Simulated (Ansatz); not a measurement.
# KZn23S24 (Wurtzite-6H): the cost of one run

Computed with Ansatz 0.2.0 (DFT, PBE, plane-wave PAW, default files, scalar-relativistic, as far as a step names no other, unless a step's input says otherwise).

The COD entry's cell or inner coordinates are ideal or old and differ from later refinements, so a difference from it is no clean test against experiment.

### 1 The system as given

The structure is trigonal, space group P3m1 (No. 156). The conventional cell has a = 7.624 Å, b = 7.624 Å, c = 18.690 Å, α = 90.00°, β = 90.00°, γ = 120.00°. K (site symmetry 3m) is surrounded by 4 S at 2.33 to 2.34 Å. Zn (site symmetry m) is surrounded by 4 S at 2.33 to 2.34 Å. Around Zn (site symmetry 3m) lie 4 S at 2.33 to 2.34 Å. Only part of the 24 independent sites is listed.

As a file:

```cif
data_structure
_symmetry_space_group_name_H-M 'P3m1'
_symmetry_Int_Tables_number 156
_cell_length_a 7.6240
_cell_length_b 7.6240
_cell_length_c 18.6900
_cell_angle_alpha 90.000
_cell_angle_beta 90.000
_cell_angle_gamma 120.000
_cell_volume 940.82
loop_
_atom_site_label
_atom_site_type_symbol
_atom_site_symmetry_multiplicity
_atom_site_Wyckoff_symbol
_atom_site_fract_x
_atom_site_fract_y
_atom_site_fract_z
_atom_site_occupancy
K1 K 1 a 0.00000 0.00000 0.00000 1
Zn1 Zn 3 d 0.00000 0.50000 0.00000 1
Zn2 Zn 1 a 0.00000 0.00000 0.50000 1
Zn3 Zn 3 d 0.00000 0.50000 0.50000 1
Zn4 Zn 3 d 0.16667 0.33333 0.16667 1
Zn5 Zn 1 c 0.66667 0.33333 0.16667 1
Zn6 Zn 3 d 0.33333 0.16667 0.66667 1
Zn7 Zn 1 b 0.33333 0.66667 0.66667 1
Zn8 Zn 3 d 0.33333 0.16667 0.33333 1
Zn9 Zn 1 b 0.33333 0.66667 0.33333 1
Zn10 Zn 3 d 0.16667 0.33333 0.83333 1
Zn11 Zn 1 c 0.66667 0.33333 0.83333 1
S1 S 1 a 0.00000 0.00000 0.12500 1
S2 S 3 d 0.00000 0.50000 0.12500 1
S3 S 1 a 0.00000 0.00000 0.62500 1
S4 S 3 d 0.00000 0.50000 0.62500 1
S5 S 3 d 0.16667 0.33333 0.29167 1
S6 S 1 c 0.66667 0.33333 0.29167 1
S7 S 3 d 0.33333 0.16667 0.79167 1
S8 S 1 b 0.33333 0.66667 0.79167 1
S9 S 3 d 0.33333 0.16667 0.45833 1
S10 S 1 b 0.33333 0.66667 0.45833 1
S11 S 3 d 0.16667 0.33333 0.95833 1
S12 S 1 c 0.66667 0.33333 0.95833 1
```

Atom 1 of the input is the impurity.

### 2 First run, atoms as given

Input file input.yaml:

```yaml
crystal:
  lattice:
    - [7.624, 0.0, 0.0]
    - [-3.812, 6.6025776784, 0.0]
    - [0.0, 0.0, 18.68999]
  atoms:
    - { symbol: K, position: [0.0, 0.0, 0.0], spin: 1.0 }
    - { symbol: Zn, position: [0.0, 0.5, 0.0] }
    - { symbol: Zn, position: [0.5, 0.0, 0.0] }
    - { symbol: Zn, position: [0.5, 0.5, 0.0] }
    - { symbol: Zn, position: [0.0, 0.0, 0.5] }
    - { symbol: Zn, position: [0.0, 0.5, 0.5] }
    - { symbol: Zn, position: [0.5, 0.0, 0.5] }
    - { symbol: Zn, position: [0.5, 0.5, 0.5] }
    - { symbol: Zn, position: [0.1666666666, 0.3333333334, 0.16667] }
    - { symbol: Zn, position: [0.1666666666, 0.8333333334, 0.16667] }
    - { symbol: Zn, position: [0.6666666666, 0.3333333334, 0.16667] }
    - { symbol: Zn, position: [0.6666666666, 0.8333333334, 0.16667] }
    - { symbol: Zn, position: [0.3333333334, 0.1666666666, 0.66667] }
    - { symbol: Zn, position: [0.3333333334, 0.6666666666, 0.66667] }
    - { symbol: Zn, position: [0.8333333334, 0.1666666666, 0.66667] }
    - { symbol: Zn, position: [0.8333333334, 0.6666666666, 0.66667] }
    - { symbol: Zn, position: [0.3333333334, 0.1666666666, 0.33333] }
    - { symbol: Zn, position: [0.3333333334, 0.6666666666, 0.33333] }
    - { symbol: Zn, position: [0.8333333334, 0.1666666666, 0.33333] }
    - { symbol: Zn, position: [0.8333333334, 0.6666666666, 0.33333] }
    - { symbol: Zn, position: [0.1666666666, 0.3333333334, 0.83333] }
    - { symbol: Zn, position: [0.1666666666, 0.8333333334, 0.83333] }
    - { symbol: Zn, position: [0.6666666666, 0.3333333334, 0.83333] }
    - { symbol: Zn, position: [0.6666666666, 0.8333333334, 0.83333] }
    - { symbol: S, position: [0.0, 0.0, 0.125] }
    - { symbol: S, position: [0.0, 0.5, 0.125] }
    - { symbol: S, position: [0.5, 0.0, 0.125] }
    - { symbol: S, position: [0.5, 0.5, 0.125] }
    - { symbol: S, position: [0.0, 0.0, 0.625] }
    - { symbol: S, position: [0.0, 0.5, 0.625] }
    - { symbol: S, position: [0.5, 0.0, 0.625] }
    - { symbol: S, position: [0.5, 0.5, 0.625] }
    - { symbol: S, position: [0.1666666666, 0.3333333334, 0.29167] }
    - { symbol: S, position: [0.1666666666, 0.8333333334, 0.29167] }
    - { symbol: S, position: [0.6666666666, 0.3333333334, 0.29167] }
    - { symbol: S, position: [0.6666666666, 0.8333333334, 0.29167] }
    - { symbol: S, position: [0.3333333334, 0.1666666666, 0.79167] }
    - { symbol: S, position: [0.3333333334, 0.6666666666, 0.79167] }
    - { symbol: S, position: [0.8333333334, 0.1666666666, 0.79167] }
    - { symbol: S, position: [0.8333333334, 0.6666666666, 0.79167] }
    - { symbol: S, position: [0.3333333334, 0.1666666666, 0.45833] }
    - { symbol: S, position: [0.3333333334, 0.6666666666, 0.45833] }
    - { symbol: S, position: [0.8333333334, 0.1666666666, 0.45833] }
    - { symbol: S, position: [0.8333333334, 0.6666666666, 0.45833] }
    - { symbol: S, position: [0.1666666666, 0.3333333334, 0.95833] }
    - { symbol: S, position: [0.1666666666, 0.8333333334, 0.95833] }
    - { symbol: S, position: [0.6666666666, 0.3333333334, 0.95833] }
    - { symbol: S, position: [0.6666666666, 0.8333333334, 0.95833] }
magnetization:
  spin_polarized: true
kpoints:
  mp_grid: { grid: [3, 3, 1] }
scf:
  occupations: { method: fermi_dirac, width: 0.01 }
hamiltonian:
  xc: pbe
  pseudopotentials: { kind: paw }
output:
  forces: true
  stress: true
  populations: true
  efg:
    quadrupole_moments_barn: { K: 0.0603, Zn: 0.122, S: -0.0694 }
    contact_densities: true
```

Launch:

```sh
$ ansatz run input.yaml --threads 4 --pin off --max-ram 8192MiB --backend cpu --events-out ev --progress --plain --runs-dir out
```

Q: Estimate wall time and peak memory on 4 threads of Arm Neoverse V1, shared host.

About 2.3 min, with a peak of 4.9 GiB.
